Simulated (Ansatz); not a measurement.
**PBE/cc-pVDZ run of BSiNH4S (SMILES S[SiH]1BN1)**

Aim: the vertical singlet–triplet gap of BSiNH4S at PBE/cc-pVDZ, from 2 runs. 

The calculation is run with Ansatz 0.2.0.

97 further runs of the same task are left out: 97 set aside as unsound or not needed.

## (1) The molecule

The species is BSiNH4S (8 atoms), meant as a singlet with charge 0. SMILES: `S[SiH]1BN1`. The shape is that of a PBE0-D4/def2-TZVP optimisation. This is one conformer, not always the lowest.

Bond lengths: S1–Si2 2.130 Å, Si2–B3 1.919 Å, Si2–N4 1.750 Å, B3–N4 1.383 Å, S1–H5 1.344 Å, Si2–H6 1.482 Å, B3–H7 1.188 Å, N4–H8 1.010 Å. Some angles: S1–Si2–B3 124.2°, S1–Si2–N4 118.5°, B3–Si2–N4 44.0°, Si2–B3–N4 61.5°, Si2–N4–B3 74.5°, S1–Si2–H6 108.2°, B3–Si2–H6 127.6°, N4–Si2–H6 114.3°, Si2–S1–H5 95.1°, Si2–B3–H7 162.4°.

## (2) A single-point energy at PBE/cc-pVDZ

The input, in.yaml:

```yaml
crystal:
  periodic: [false, false, false]
  atoms:
    - {symbol: S, position_ang: [-2.198700, -0.554700, -0.360400]}
    - {symbol: Si, position_ang: [-0.326600, -0.039100, 0.515400]}
    - {symbol: B, position_ang: [1.350500, -0.825500, 0.014200]}
    - {symbol: "N", position_ang: [0.999600, 0.392100, -0.541100]}
    - {symbol: H, position_ang: [-2.816800, 0.582000, 0.001900]}
    - {symbol: H, position_ang: [-0.578800, 0.932200, 1.605800]}
    - {symbol: H, position_ang: [2.264800, -1.577600, -0.080200]}
    - {symbol: H, position_ang: [1.398200, 1.033600, -1.211500]}
basis:
  gaussian: {orbitals: cc-pVDZ}
output: {orbitals: {seedname: orbitals}}
hamiltonian: {xc: {name: PBE}}
accuracy: high
```

The run is started by

```bash
$ ansatz run in.yaml --threads 1 --pin off --max-ram 2610MiB --events-out events.jsonl --progress --plain --runs-dir runs
```

Output:

```text
Warning: RAYON_NUM_THREADS=1 ignored (pool sized by the plan → 1); use --threads N
Functional definition: PBE
  name "PBE"
  parameter kappa = 0.804
  parameter beta = 0.06672455060314922
  exchange = pbe_x(kappa = kappa, mu = beta*pi^2/3)
  correlation = pbe_c(beta = beta)
1930 factors; integrals over basis functions are off by at most 3.9e-9 eV
mean field evaluation 1: about -20925.2186 eV, gradient 6.0e1 eV
mean field evaluation 2: about -20888.6019 eV, gradient 1.2e2 eV
mean field evaluation 4: about -20933.0706 eV, gradient 1.0e1 eV
mean field evaluation 8: about -20933.3650 eV, gradient 1.8e-1 eV
mean field evaluation 16: about -20933.3651 eV, gradient 8.5e-6 eV
mean field -20933.36514225 eV, -769.2869798330 hartree, gradient 2.0e-8 eV, S^2 0.000000; 0 other end points of the search recorded, 0 dependent functions left out
reference -20933.36514556 eV, -769.2869799549 hartree; 23, 23 occupied and 61, 61 virtual orbitals, 1930 factors
Total energy: -20933.36514556 eV, -769.2869799549 hartree
```

Wall time 7.8 s (1 thread of Arm Neoverse V1, shared host); peak memory 0.21 GiB.

## (3) The triplet

The input, job.yaml:

```yaml
crystal:
  periodic: [false, false, false]
  atoms:
    - symbol: S
      position_ang: [-2.198700, -0.554700, -0.360400]
    - symbol: Si
      position_ang: [-0.326600, -0.039100, 0.515400]
    - symbol: B
      position_ang: [1.350500, -0.825500, 0.014200]
    - symbol: N
      position_ang: [0.999600, 0.392100, -0.541100]
    - symbol: H
      position_ang: [-2.816800, 0.582000, 0.001900]
    - symbol: H
      position_ang: [-0.578800, 0.932200, 1.605800]
    - symbol: H
      position_ang: [2.264800, -1.577600, -0.080200]
    - symbol: H
      position_ang: [1.398200, 1.033600, -1.211500]
basis:
  gaussian: {orbitals: cc-pVDZ}
magnetization: {spin_polarized: true, initial_magnetization: 2}
hamiltonian: {xc: {name: PBE}}
accuracy: high
output: {orbitals: {seedname: orbitals}}
```

The run is started by

```bash
$ ansatz run job.yaml --threads 1 --pin off --max-ram 2610MiB --events-out events.jsonl --progress --plain --runs-dir runs
```

Output (excerpt; [...] marks lines left out):

```text
Warning: RAYON_NUM_THREADS=1 ignored (pool sized by the plan → 1); use --threads N
[... 6 set-up lines as earlier in the session ...]
1930 factors; integrals over basis functions are off by at most 3.9e-9 eV
mean field evaluation 1: about -20910.8060 eV, gradient 5.4e1 eV
mean field evaluation 2: about -20655.3449 eV, gradient 1.7e2 eV
mean field evaluation 4: about -20926.8921 eV, gradient 1.7e1 eV
mean field evaluation 8: about -20929.0675 eV, gradient 1.0e0 eV
mean field evaluation 16: about -20929.0704 eV, gradient 2.2e-3 eV
mean field evaluation 32: about -20925.7826 eV, gradient 1.3e1 eV
mean field evaluation 64: about -20928.3841 eV, gradient 1.6e0 eV
mean field -20929.07035343 eV, -769.1291492552 hartree, gradient 8.6e-8 eV, S^2 2.004001; 6 other end points of the search recorded, 0 dependent functions left out
reference -20929.07035686 eV, -769.1291493813 hartree; 24, 22 occupied and 60, 62 virtual orbitals, 1930 factors
Total energy: -20929.07035686 eV, -769.1291493813 hartree
```

Run time: 18 s. Hardware: 1 thread of Arm Neoverse V1, shared host; peak memory 0.29 GiB.

## (4) Results

Level: PBE/cc-pVDZ.

| quantity | value |
| --- | --- |
| singlet: total energy | -769.28698 Eh |
| singlet: HOMO energy | -5.79 eV |
| singlet: LUMO energy | -1.27 eV |
| singlet: HOMO–LUMO gap | 4.52 eV |
| triplet: total energy | -769.12915 Eh |
| triplet: HOMO energy (highest over α and β) | -1.71 eV |
| triplet: ⟨S²⟩ | 2.004 |
| vertical energy of the triplet above the singlet | 4.295 eV |

**Reading.** At this shape the triplet lies 4.29 eV (414 kJ/mol) above the singlet.
